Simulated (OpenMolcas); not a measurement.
# C2H10OSi2 (SMILES C[SiH2]O[SiH2]C) at HF/ANO-RCC-VDZP (DKH8)

What is the vertical singlet–triplet gap of C2H10OSi2 at HF/ANO-RCC-VDZP (DKH8)? 

Program for the calculation: OpenMolcas 26.06.

### 1 The molecule

C2H10OSi2 has 15 atoms, charge 0, and is taken as a singlet. SMILES: `C[SiH2]O[SiH2]C`. Geometry: relaxed at GFN2-xTB. This is one conformer, not always the lowest.

Bond lengths: C1–Si2 1.896 Å, Si2–O3 1.620 Å, O3–Si4 1.620 Å, Si4–C5 1.896 Å, C1–H6 1.087 Å, C1–H7 1.087 Å, C1–H8 1.086 Å, Si2–H9 1.466 Å, Si2–H10 1.464 Å, Si4–H11 1.464 Å, Si4–H12 1.466 Å, C5–H13 1.087 Å, C5–H14 1.087 Å, C5–H15 1.086 Å. Some angles: C1–Si2–O3 109.4°, Si2–O3–Si4 170.0°, O3–Si4–C5 109.2°, C1–Si2–H9 111.1°, C1–Si2–H10 111.8°, O3–Si2–H9 106.9°, O3–Si2–H10 105.1°, Si2–C1–H6 111.5°, Si2–C1–H7 111.3°, Si2–C1–H8 111.1°.

### 2 The energy at HF/ANO-RCC-VDZP (DKH8)

coord.xyz

```xyz
15

C     -2.682080     0.179690    -0.144180
Si    -1.208250    -0.649630    -1.001840
O      0.155930     0.120900    -0.590480
Si     1.420140     0.874950     0.085650
C      2.484010    -0.395860     1.006080
H     -2.593150     0.129730     0.938150
H     -2.757810     1.229400    -0.416490
H     -3.616480    -0.300250    -0.419790
H     -1.059140    -2.041510    -0.566990
H     -1.290400    -0.530450    -2.458670
H      2.143690     1.484130    -1.031750
H      0.883960     1.880180     1.008340
H      1.926630    -0.881240     1.803110
H      2.838290    -1.174720     0.335800
H      3.354650     0.074670     1.453070
```

job.input

```
* C2H10OSi2 Hartree-Fock
>>> EXPORT MOLCAS_PRINT=2

&gateway
  coord
  coord.xyz
  basis
  ANO-RCC-VDZP
  group
  NoSym

&seward
  relativistic
  R08O02
  expert

&scf
  prorbitals
  0
```

Run with:

```bash
$ export MOLCAS_MEM=1860
$ pymolcas job.input > job.log
```

The log of the run:

```text
--- Start Module: gateway ---
[...]
--- Stop Module: gateway /rc=_RC_ALL_IS_WELL_ ---
--- Start Module: seward ---
[...]
 ###    WARNING:  EXPERT option is ON!                                       ###
 ###############################################################################
               SEWARD will generate:
[...]
      Basis functions          128
--- Stop Module: seward /rc=_RC_ALL_IS_WELL_ ---
[...]
--- Start Module: scf ---
[...]
       Convergence after  11 Iterations
[...]
::    Total SCF energy                               -735.7616114179
[...]
      Total spin, S                                     0.0000000000
[...]
      Total electronic charge=   58.000000
      Total            charge=   -0.000000
[...]
      Dipole Moment (debye):
      Origin of the operator (angstrom)=    0.0554    0.0520   -0.2272
                   X= -1.8418E-01               Y= -1.3975E-01               Z=  6.7204E-01           Total=  7.1069E-01
      Quadrupole Moment (debye*angstrom):
[...]
--- Stop Module: scf /rc=_RC_ALL_IS_WELL_ ---
[...]
```

Run time: 74 s. Hardware: 1 thread of Arm Neoverse V1, shared host; peak memory 0.94 GiB.

### 3 The triplet, same level

coord.xyz is that of step 2.

job.inp

```
&GATEWAY
 COORD = coord.xyz
 BASIS = ANO-RCC-VDZP
 GROUP = NoSym

&SEWARD
 RELATIVISTIC = R08O02
 EXPERT

&SCF
 UHF
 SPIN = 3
 PRORBITALS = 0
```

Run with:

```bash
$ export MOLCAS_MEM=1860
$ pymolcas job.inp > job.log
```

The log of the run:

```text
--- Start Module: gateway ---
[...]
--- Stop Module: gateway /rc=_RC_ALL_IS_WELL_ ---
--- Start Module: seward ---
[...]
 ###    WARNING:  EXPERT option is ON!                                       ###
 ###############################################################################
               SEWARD will generate:
[...]
      Basis functions          128
--- Stop Module: seward /rc=_RC_ALL_IS_WELL_ ---
[...]
--- Start Module: scf ---
[...]
       Convergence after  59 Iterations
[...]
::    Total SCF energy                               -735.4606550092
[...]
      Total spin, S                                     1.0051295462
[...]
      Total electronic charge=   58.000000
      Total            charge=   -0.000000
[...]
      Dipole Moment (debye):
      Origin of the operator (angstrom)=    0.0554    0.0520   -0.2272
                   X=  2.5978E-02               Y=  1.0894E-02               Z= -1.2989E-01           Total=  1.3291E-01
      Quadrupole Moment (debye*angstrom):
[...]
--- Stop Module: scf /rc=_RC_ALL_IS_WELL_ ---
[...]
```

Run time: 2.2 min. Hardware: 1 thread of Arm Neoverse V1, shared host; peak memory 0.94 GiB.

### 4 Summary of results

Level: HF/ANO-RCC-VDZP (DKH8).

| quantity | value |
| --- | --- |
| singlet: total energy | -735.76161 Eh |
| singlet: dipole moment | 0.71 D |
| singlet: HOMO energy | -11.52 eV |
| singlet: LUMO energy | 2.24 eV |
| singlet: HOMO–LUMO gap | 13.77 eV |
| triplet: total energy | -735.46066 Eh |
| triplet: dipole moment | 0.13 D |
| triplet: HOMO energy (highest over α and β) | -2.10 eV |
| triplet: ⟨S²⟩ | 2.015 |
| vertical energy of the triplet above the singlet | 8.189 eV |

**Reading.** At this shape the triplet lies 8.19 eV (790 kJ/mol) above the singlet.
